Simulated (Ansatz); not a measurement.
# BH7OSi3: a ladder of functionals and wavefunction methods

Aim: compute BH7OSi3 with functionals from several rungs and with coupled cluster, and see how far each lands from CCSD(T) at the basis-set limit for the atomisation energy.

Computed with Ansatz 0.2.0, Gaussian basis. Level: functionals in def2-TZVPP, the program's frozen cores in correlated methods.

The runs, in order: LDA (SPW92), PBE-D4, revPBE-D4, BLYP-D4, r2SCAN-D4, B97M-V, PBE0-D4, B3LYP-D4, r2SCANh-D4, r2SCAN0-D4, HSE06-D4, BHLYP-D4, CAM-B3LYP-D4, LC-ωPBE, ωB97X-V, ωB97M-V, B2PLYP, PBE-QIDH; CCSD(T)/def2-SVP; CCSD(T)/def2-TZVPP; MP2/def2-QZVPP; extrapolation to the limit; RPA on PBE.

### 1 The relaxed structure

All runs share one geometry, relaxed beforehand with PBE0-D4 in a triple-zeta def2 set.

SMILES `O[Si@H]1B[Si@@H]1[SiH3]`, 12 atoms, charge 0, spin multiplicity 1.

Atoms are counted from 1 here; the program's logs count them from 0.

Bond lengths: O1–Si2 1.634 Å, O1–H6 0.959 Å, Si2–B3 1.863 Å, Si2–Si4 2.821 Å, Si2–H7 1.486 Å, B3–Si4 1.875 Å, B3–H8 1.190 Å, Si4–Si5 2.337 Å, Si4–H9 1.495 Å, Si5–H10 1.485 Å, Si5–H11 1.489 Å, Si5–H12 1.489 Å. Angles: Si2–O1–H6 118.1°, O1–Si2–B3 127.0°, O1–Si2–Si4 153.3°, O1–Si2–H7 108.1°, B3–Si2–Si4 41.2°, B3–Si2–H7 124.8°, Si4–Si2–H7 87.6°, Si2–B3–Si4 98.0°, Si2–B3–H8 128.4°, Si4–B3–H8 125.6°, Si2–Si4–B3 40.9°, Si2–Si4–Si5 93.3°, Si2–Si4–H9 151.9°, B3–Si4–Si5 130.2°, B3–Si4–H9 121.9°, Si5–Si4–H9 107.9°, Si4–Si5–H10 112.7°, Si4–Si5–H11 107.7° and more.

### 2 LDA

This LDA is Slater exchange with PW92 correlation.

in.yaml

```yaml
crystal:
  periodic: [false, false, false]
  atoms:
    - {symbol: O, position_ang: [-0.099155, 1.163122, 3.017211]}
    - {symbol: Si, position_ang: [0.068363, 0.273275, 1.656598]}
    - {symbol: B, position_ang: [-0.971374, -1.181422, 1.132145]}
    - {symbol: Si, position_ang: [-0.893685, -0.902994, -0.720182]}
    - {symbol: Si, position_ang: [0.788883, 0.049596, -2.033672]}
    - {symbol: H, position_ang: [0.439043, 1.951954, 3.109726]}
    - {symbol: H, position_ang: [1.160677, 0.870637, 0.845233]}
    - {symbol: H, position_ang: [-1.869394, -1.696511, 1.718222]}
    - {symbol: H, position_ang: [-2.004077, -1.319899, -1.629452]}
    - {symbol: H, position_ang: [2.089632, 0.136066, -1.323376]}
    - {symbol: H, position_ang: [0.964062, -0.808836, -3.237897]}
    - {symbol: H, position_ang: [0.403924, 1.409911, -2.500554]}
basis:
  gaussian: {orbitals: def2-TZVPP}
hamiltonian: {xc: lda}
output: {orbitals: {seedname: orbitals}}
```

Run with:

```
$ ansatz run in.yaml --threads 4 --pin off --events-out ev --progress --plain --max-ram 10444MiB
```

After this run come: PBE-D4 (GGA); revPBE-D4 (GGA); BLYP-D4 (GGA); r2SCAN-D4 (meta-GGA); B97M-V (meta-GGA); PBE0-D4 (hybrid); B3LYP-D4 (hybrid); r2SCANh-D4 (hybrid); r2SCAN0-D4 (hybrid); HSE06-D4 (hybrid); BHLYP-D4 (hybrid); CAM-B3LYP-D4 (range-separated); LC-ωPBE (range-separated); ωB97X-V (range-separated); ωB97M-V (range-separated); B2PLYP (double hybrid); PBE-QIDH (double hybrid); CCSD(T) in def2-SVP; CCSD(T) in def2-TZVPP; MP2 in def2-QZVPP; RPA on PBE orbitals.

Q: Predict the results of all the runs planned. Wanted: atomisation energy, CCSD(T)/CBS; farthest beyond LDA; mean size of error, GGA; mean size of error, meta-GGA; mean size of error, hybrid; mean size of error, range-separated; mean size of error, double hybrid; gap, smallest and largest; T1 diagnostic.

**Answer**, as computed:

| quantity | value |
| --- | --- |
| atomisation energy, CCSD(T)/CBS | 907.3 kcal/mol |
| functionals within 4.5 kcal/mol (0.5 %) | PBE0-D4, B3LYP-D4, r2SCANh-D4, HSE06-D4, CAM-B3LYP-D4, ωB97X-V, ωB97M-V |
| farthest beyond LDA | BHLYP-D4 (-20.4 kcal/mol) |
| mean size of error, GGA | 7.6 kcal/mol |
| mean size of error, meta-GGA | 9.6 kcal/mol |
| mean size of error, hybrid | 6.1 kcal/mol |
| mean size of error, range-separated | 4.7 kcal/mol |
| mean size of error, double hybrid | 11.6 kcal/mol |
| gap, smallest and largest | 2.66 eV (LDA (SPW92)), 8.36 eV (LC-ωPBE) |
| T1 diagnostic | 0.0151 |
| triples share of the correlation energy | 4.3 % |

LDA overbinds by 119.8 kcal/mol (13 %). PBE-D4 misses by +7.6 kcal/mol. Double hybrids carry the basis error of their MP2 part in triple zeta, and no dispersion term here, so their miss is partly the set-up's. By mean error the best rung here is range-separated (4.7 kcal/mol) and the worst beyond LDA is double hybrid (11.6 kcal/mol). The gap between the best rungs is small, so their order is not settled. The reference freezes the cores and leaves out relativity and excitations past (T), so misses under about 4.5 kcal/mol can't be ranked. Hartree-Fock recovers 73 % of the binding; the rest is correlation. CCSD(T) in def2-SVP is off by -68.0 kcal/mol, more than most functionals: a good method in a small basis is no reference. Orbital gaps span 2.7 to 8.4 eV; exact exchange widens them. The restricted reference is unstable towards a spin-broken one.
